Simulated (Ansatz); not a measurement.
**KSe3: densities and their differences**

Aim: see in KSe3 how the density differs from that of free atoms, which states sit where, where an added electron goes, how compression changes the bonding charge and how the density follows a moved atom. The geometry is as listed and is not relaxed.

Method: DFT PBEsol, scalar-relativistic, plane waves, PAW, in Ansatz 0.2.0.

### Step 1. The system as given

It takes space group C2 (No. 5, monoclinic). Conventional cell: a = 11.718 Å, b = 5.472 Å, c = 8.354 Å, α = 90.00°, β = 111.49°, γ = 90.00°. Around K (site symmetry 1) lie 7 Se at 3.31 to 3.62 Å. Around Se (site symmetry 1) lie 3 Se at 2.54 to 3.08 Å and 2 K at 3.43 to 3.47 Å. Se (site symmetry 1) has 3 Se at 2.40 to 3.29 Å and 1 K at 3.31 Å as nearest neighbours. Around Se (site symmetry 1) lie 4 Se at 2.40 to 3.35 Å and 1 K at 3.38 Å.

Coordinates:

```
CELL_PARAMETERS angstrom
0.00000 -5.47153 0.00000
-5.85884 2.73577 0.00000
3.06050 0.00000 -7.77364
ATOMIC_POSITIONS crystal
K 0.03290 0.20515 0.75208
K 0.82776 0.79485 0.24792
Se 0.29831 0.72759 0.47862
Se 0.57072 0.27241 0.52138
Se 0.13752 0.32380 0.19115
Se 0.81372 0.67620 0.80885
Se 0.29075 0.80043 0.79648
Se 0.49032 0.19957 0.20352
```

The structure comes from the Materials Project (structure only).

### Step 2. The base run

input.yaml reads:

```yaml
crystal:
  lattice:
    - [0.0, -5.471532, 0.0]
    - [-5.858845, 2.735766, 0.0]
    - [3.060502, 0.0, -7.77364]
  atoms:
    - { symbol: K, position: [0.032905, 0.205148, 0.752082] }
    - { symbol: K, position: [0.827757, 0.794852, 0.247918] }
    - { symbol: Se, position: [0.298309, 0.727589, 0.478615] }
    - { symbol: Se, position: [0.57072, 0.272411, 0.521385] }
    - { symbol: Se, position: [0.137521, 0.323799, 0.191152] }
    - { symbol: Se, position: [0.813722, 0.676201, 0.808848] }
    - { symbol: Se, position: [0.290746, 0.800426, 0.796479] }
    - { symbol: Se, position: [0.49032, 0.199574, 0.203521] }
basis:
  ecutwfc: 420
  fft_grid_basis: typed
kpoints:
  mp_grid: { grid: [6, 6, 4] }
hamiltonian:
  xc: pbesol
  pseudopotentials: { kind: paw }
scf:
  occupations: { method: gaussian, width: 0.05 }
output:
  forces: true
  stress: true
  eigenvalues: true
  bader: true
  write_density: true
  volumetric_format: npy
  elf: true
```

Command:

```
$ ansatz run input.yaml --threads 2 --pin off --max-ram 4096MiB --backend cpu --events-out ev --progress --plain --runs-dir out
```

### Step 4. Densities by energy window

The windows are set from the levels of the base run, in eV from its Fermi level.

input.yaml: that of step 2 with these lines changed.

```diff
@@ -24,9 +24,27 @@
   occupations: { method: gaussian, width: 0.05 }
+  n_extra_bands: 8
 output:
   forces: true
-  stress: true
+  stress: false
   eigenvalues: true
-  bader: true
-  write_density: true
+  bader: false
+  write_density: false
   volumetric_format: npy
-  elf: true
+  band_densities:
+    - { e_range: [-0.72, -0.11] }
+    - { e_range: [0.12, 0.73] }
+    - { e_range: [-5.84, -3.88] }
+    - { e_range: [-3.88, -1.94] }
+    - { e_range: [-14.07, -10.48] }
+    - { e_range: [-15.19, -14.47] }
+  dos:
+    e_range: [-30, 8]
+    de: 0.02
+    method: { smearing: { sigma: 0.03, scheme: gaussian } }
+    projected: { site_lists: { K: [K], Se: [Se] } }
+checkpoint:
+  read: start.run
+  write: ck
+  compress: false
+  write_wavefunctions: false
+  write_every: 100000
```

### Step 5. Adding 0.25 electron a cell

A uniform background keeps the cell neutral, and the atoms stay fixed.

input.yaml: that of step 2 with these lines changed.

```diff
@@ -14,2 +14,3 @@
     - { symbol: Se, position: [0.49032, 0.199574, 0.203521] }
+total_charge: -0.25
 basis:
@@ -31,2 +32 @@
   volumetric_format: npy
-  elf: true
```

### Step 6. The cell at 94 % of its volume

Fractional coordinates and the k mesh are kept.

input.yaml: that of step 2 with these lines changed.

```diff
@@ -2,5 +2,5 @@
   lattice:
-    - [0.0, -5.471532, 0.0]
-    - [-5.858845, 2.735766, 0.0]
-    - [3.060502, 0.0, -7.77364]
+    - [0.0, -5.3598367406, 0.0]
+    - [-5.7392431751, 2.6799183703, 0.0]
+    - [2.9980252449, 0.0, -7.6149497582]
   atoms:
```

### Step 7. Moving Se7 by 0.10 Å

The shift is (0.100, 0.000, 0.000) Å; all periodic copies of the atom move with it.

input.yaml: that of step 2 with these lines changed.

```diff
@@ -12,3 +12,3 @@
     - { symbol: Se, position: [0.813722, 0.676201, 0.808848] }
-    - { symbol: Se, position: [0.290746, 0.800426, 0.796479] }
+    - { symbol: Se, position: [0.2822118947, 0.7833577895, 0.796479] }
     - { symbol: Se, position: [0.49032, 0.199574, 0.203521] }
@@ -31,2 +31 @@
   volumetric_format: npy
-  elf: true
```

(Steps that only read results are left out.)

**Question.** What will these runs give? Wanted: gap on the mesh; pressure; Bader charges; the top of the valence band; the bottom of the conduction band; at 94 % volume; stiffness against the shift of Se7.

**Answer**, as computed:

| quantity | value |
| --- | --- |
| gap on the mesh | 0.25 eV |
| pressure | -1.9 GPa |
| Bader charges | K +0.81, Se -0.35 to -0.20 e |
| the top of the valence band | Se 4p (95 %) |
| the bottom of the conduction band | Se 4p (95 %) |
| at 94 % volume | 0.2 GPa, gap 0.28 eV, Bader K +0.80, Se -0.35 to -0.20 e |
| stiffness against the shift of Se7 | 3.2 eV/Å² |

**Reading.** In space (atomic cells sized by Bader volumes, not orbital character) the change of density that the added electron brings, screening included, divides as Se about 90 % and K about 10 %; this need not match the band edge's orbital character. Se–Se goes from 2.40 to 2.35 Å with the volume, and the deformation density at its midpoint from +0.09 to +0.1 e/Å³. The final runs have no spin polarisation, so no magnetic state was tried and one may lie lower.
